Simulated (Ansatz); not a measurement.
# RuTe: the cost of one run

Program: Ansatz 0.2.0. Level of theory: DFT LDA+U (U = 6 eV, J = 0.9 eV on Ru d), plane waves, PAW. These are calculated values, not measurements.

**1. The system as given**

It takes space group F-43m (No. 216, cubic). Conventional cell: a = 6.228 Å, b = 6.228 Å, c = 6.228 Å, α = 90.00°, β = 90.00°, γ = 90.00°. Ru (site symmetry -43m) has 4 Te at 2.70 Å in its first shell of neighbours. Te (site symmetry -43m) is surrounded by 4 Ru at 2.70 Å.

Coordinates:

```xyz
2
Lattice="0.0000 3.1139 3.1139 3.1139 0.0000 3.1139 3.1139 3.1139 0.0000" Properties=species:S:1:pos:R:3 pbc="T T T"
Ru    0.0000    0.0000    0.0000
Te    1.5570    1.5570    1.5570
```

Magnetic order typed: ferromagnetic.

**2. From atoms, symmetry kept, no search**

Input file input.yaml:

```yaml
crystal:
  lattice:
    - [0.0, 3.11392972, 3.11392972]
    - [3.11392972, 0.0, 3.11392972]
    - [3.11392972, 3.11392972, 0.0]
  atoms:
    - { symbol: Ru, position: [0.0, 0.0, 0.0], spin: 4.0 }
    - { symbol: Te, position: [0.25, 0.25, 0.25] }
basis:
  ecutwfc: 420
  ecutrho_ratio: 4
kpoints:
  mp_grid: { grid: [5, 5, 5] }
hamiltonian:
  xc: lda
  hubbard: { sites: [{ site: 0, l: d, u: 6.0, j: 0.9 }] }
scf:
  occupations: { method: gaussian, width: 0.05 }
  lower_state_search: "off"
  max_iter: 150
output:
  forces: true
  stress: true
  eigenvalues: true
  populations: true
  hubbard: { sites: [{ site: 0, l: d }] }
magnetization:
  spin_polarized: true
```

Run with:

```console
> ansatz run input.yaml --threads 2 --pin off --max-ram 3072MiB --backend cpu --events-out ev --progress --plain --runs-dir out
```

**Question.** How long does this run take on 2 threads of AMD EPYC 7R43 (Zen 3), shared host, and how much memory does it need?

About 4.2 s, with a peak of 0.39 GiB.
